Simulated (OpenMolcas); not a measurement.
# Ni²⁺ among point charges: CASSCF and CASPT2 levels and susceptibility

How does a field of 8 point charges split the states of Ni²⁺, and what χT follows?

Method: state-averaged CASSCF and CASPT2, spin-orbit coupling by RASSI with atomic mean-field integrals. Code: OpenMolcas 26.06.

### Step 1. Starting point

| Item | Value |
| --- | --- |
| Species | Ni²⁺ (nickel, Z = 28, 26 electrons) |
| Basis | ANO-RCC-VDZP [5s4p2d1f], 34 functions |
| Scalar Hamiltonian | DKH2, point nucleus |
| Inactive shells | 1s 2s 2p 3s 3p |
| Active space | 8 electrons in 5 orbitals (3d) |
| Some configurations of this space | 3d⁸ |
| Orbitals | optimised for each spin and parity, averaged over all roots |

Outer shells as boxes (Hund's rule):

3d8
```
3d [↑↓][↑↓][↑↓][↑ ][↑ ]
```

The ion sits among 8 point charges of -0.8 e arranged as a cube (Oh), 1.86 Å from the ion.

The work runs as a chain of OpenMolcas steps in one folder; each step below is one input file. Labels, J, g values, rates, χT and fits are worked out afterwards by a script from the matrices that RASSI stores. The input lists half of the charges; inversion (Group=XYZ) makes the rest.

### Step 2. GATEWAY and SEWARD: basis and integrals

a.inp

```
&GATEWAY
Coord
1

Ni 0.0 0.0 0.0
Basis=ANO-RCC-VDZP
Group=XYZ
NoMove
AngMom=0.0 0.0 0.0
AMFI
XField
4 Angstrom 0
1.073872 1.073872 1.073872 -0.800000
1.073872 1.073872 -1.073872 -0.800000
1.073872 -1.073872 1.073872 -0.800000
1.073872 -1.073872 -1.073872 -0.800000
&SEWARD
```

Started as:

```
$ OMP_NUM_THREADS=1 MOLCAS_MEM=1689 MOLCAS_PROJECT=a pymolcas a.inp > a.log
```

### Step 3. Reference wave functions, triplets of even parity, 10 roots

a.inp

```
&RASSCF
FileOrb=start.orb
Symmetry=1
Spin=3
nActEl=8 0 0
Inactive=3 6
Ras2=5 0
CIRoot=10 10 1
SDav=10
CIMx=300
Iter=120 100
PrWF=0.3
OrbListing=Nothing
MaxOrb=0
>>> COPY $Project.JobIph JOB001
```

start.orb holds the contracted functions of the basis, ordered by shell, or the orbitals of the step before.

### Step 4. CASSCF: singlets of even parity, 15 roots

a.inp

```
&RASSCF
FileOrb=start.orb
Symmetry=1
Spin=1
nActEl=8 0 0
Inactive=3 6
Ras2=5 0
CIRoot=15 15 1
SDav=15
CIMx=300
Iter=120 100
PrWF=0.3
OrbListing=Nothing
MaxOrb=0
>>> COPY $Project.JobIph JOB002
```

### Step 5. RASSI: spin-orbit coupling between the states

a.inp

```
&RASSI
NrOfJobIphs=2 10 15
1 2 3 4 5 6 7 8 9 10
1 2 3 4 5 6 7 8 9 10 11 12 13 14 15
IphNames
JOB001
JOB002
EJob
SpinOrbit
DIPRint=1.0
SOCoupling=1000.0
Subsets=2
Property=9
'ANGMOM' 1 'ANGMOM' 2 'ANGMOM' 3 'MLTPL  1' 1 'MLTPL  1' 2 'MLTPL  1' 3
'AMFI' 1 'AMFI' 2 'AMFI' 3
SOProperty=3
'ANGMOM' 1 'ANGMOM' 2 'ANGMOM' 3
```

### Step 6. CASPT2: IPEA 0.25, imaginary shift 0.1 (closed shells correlated: 3s 3p)

a.inp

```
>>> COPY JOB001 $Project.JobIph
&CASPT2
Multistate=10 1 2 3 4 5 6 7 8 9 10
NoMult
Frozen=2 3
IPEA=0.25
Imaginary=0.1
MaxIter=60
WThr=0.0 0.3 0.05
PrWF=0.5
NoMix
>>> COPY JOB002 $Project.JobIph
&CASPT2
Multistate=15 1 2 3 4 5 6 7 8 9 10 11 12 13 14 15
NoMult
Frozen=2 3
IPEA=0.25
Imaginary=0.1
MaxIter=60
WThr=0.0 0.3 0.05
PrWF=0.5
NoMix
```

(Steps that only read results are left out.)

Before running it: what results should come out? Wanted: spin-free ground state; first state of the same spin within the active space; lowest level; next level.

**Answer**, as computed:

| quantity | value |
| --- | --- |
| method | SS-CASPT2, IPEA 0.25, imaginary shift 0.1 (closed shells correlated: 3s 3p) |
| spin-free ground state | 3T1, 3-fold in its orbital part |
| first state of the same spin within the active space | 3T2 at 1910 cm⁻¹ |
| lowest level | 1-fold A1 |
| next level | 338.5 cm⁻¹ |
| χT at 300 K | 2.85 cm³ K/mol |
| effective moment at 300 K | 4.77 μB |

Cost by method:

```csv
method,time of its own steps,time with the reference
A. CASSCF,7.4 s,7.4 s
"B. SS-CASPT2, IPEA 0.25, imaginary shift 0.1, +3s 3p",2.5 s,9.9 s
```

Times are of one thread on a shared host.

In words: The spin-free ground state (3T1) comes to 100 % from free-ion F terms and keeps the highest spin of the shell. χT at 300 K is 2.85, against 1.00 cm³ K/mol for the spin alone, so orbital moment adds to it. A ligand-field fit to the states below 45000 cm-1 gives 10Dq = -3426 cm-1, B = 1149 cm-1 and C = 4123 cm-1 (C/B = 3.59), with a deviation of 625 cm-1. CASPT2 does not keep the components of a term degenerate, and the means are used. The field of point charges can differ much from that of real complexes. This is an electrostatic model: the charges have no orbitals.
